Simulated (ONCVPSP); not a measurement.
# Zinc: generating and testing an ONCV potential

Aim: build the potential from the settings below, then test how well it stands in for the atom: other configurations, scattering, ghost states and the plane-wave cutoff that it needs.

Method: ONCVPSP 4.0.1.1 (patched build), PBE, scalar-relativistic.

## (1) Starting point

The settings as typed:

```json
{"element": "zinc (Zn, Z = 30)", "type": "optimised norm-conserving Vanderbilt (ONCV)", "frozen core": "[Ar]", "valence charge": "12", "reference configuration": "3d10 4s2", "partial waves": "4s: rc 1.90 bohr, ncon 4, nbas 8, qcut 3.4 1/bohr, 1 projector; p scattering state at 0.08 Ha: rc 1.80 bohr, ncon 4, nbas 7, qcut 4.2 1/bohr, 1 projector; 3d: rc 1.15 bohr, ncon 4, nbas 8, qcut 11.8 1/bohr, 3 projectors, debl 1.8 Ha; f scattering state at 0.2 Ha: rc 1.70 bohr, ncon 4, nbas 7, qcut 7.2 1/bohr, 2 projectors, debl 2.1 Ha", "local potential": "polynomial inside 1.00 bohr (lpopt 5, dvloc0 0 Ha)", "core correction": "not asked for"}
```

## (2) Generating the potential

File Zn.dat:

```
# ATOM AND REFERENCE CONFIGURATION
# atsym  z   nc   nv     iexc    psfile
  Zn 30.00    5    2        4      upf
#
#   n    l    f
    1    0    2.00
    2    0    2.00
    2    1    6.00
    3    0    2.00
    3    1    6.00
    3    2   10.00
    4    0    2.00
#
# PSEUDOPOTENTIAL AND OPTIMIZATION
# lmax
    3
#
#   l,   rc,      ep,       ncon, nbas, qcut
    0    1.90    0.00    4    8    3.40
    1    1.80    0.08    4    7    4.20
    2    1.15    0.00    4    8   11.80
    3    1.70    0.20    4    7    7.20
#
# LOCAL POTENTIAL
# lloc, lpopt,  rc(5),   dvloc0
    4    5    1.00    0.00
#
# VANDERBILT-KLEINMAN-BYLANDER PROJECTORs
# l, nproj, debl
    0    1    2.10
    1    1    2.90
    2    3    1.80
    3    2    2.10
#
# MODEL CORE CHARGE
# icmod, fcfact, rcfact
    0    0.00    0.00
#
# LOG DERIVATIVE ANALYSIS
# epsh1, epsh2, depsh
   -2.00    5.00    0.02
#
# OUTPUT GRID
# rlmax, drl
    6.00    0.01
#
# TEST CONFIGURATIONS
# ncnf
    4
# nvcnf
#   n    l    f
    2
    3    2   10.00
    4    0    1.00
#
    2
    3    2   10.00
    4    0    0.00
#
    2
    3    2    9.00
    4    0    0.00
#
    3
    3    2   10.00
    4    0    0.00
    4    1    1.00
#
```

Launch:

```bash
$ oncvpsp.x < Zn.dat > Zn.out
```

Before running it: what results should come out? Wanted: cutoffs for 1 and 0.1 mHa per electron, occupied waves; bound ghosts; GHOST(+) flags; largest test error; largest phase difference near zero energy, channels read.

As calculated:

| quantity | value |
| --- | --- |
| cutoffs for 1 and 0.1 mHa per electron, occupied waves | 64 Ha and 116 Ha |
| bound ghosts | s at -95.60 eV |
| GHOST(+) flags | p at 27 eV |
| largest test error (AE − PS) | +147 meV, for 3d9 4s0 |
| largest phase difference near zero energy, channels read | 0.024 rad |

A bound ghost (s) makes it unfit for use: electrons can fall into a state that the atom doesn't have. By total energies transferability is fair for so large an energy: the largest error is 147 meV on 68.9 eV, for 3d9 4s0. That test lies far up in energy; among those under 40 eV, nearer to bonding, the largest error is 37 meV. By its cutoff, 64 Ha for the looser tolerance, it is hard. At the looser tolerance the 3d wave is the slowest; 4s needs 6 Ha. Near zero energy the phases of the channels with partial waves agree within 0.024 rad. The pseudo curves have a pole with no partner nearby in the atom's: p at 0.91 Ha. At positive energy that is a spurious or a displaced resonance. The program also flags highly localised states, GHOST(+) (p). These are tests on the free atom; a crystal test is still owed.
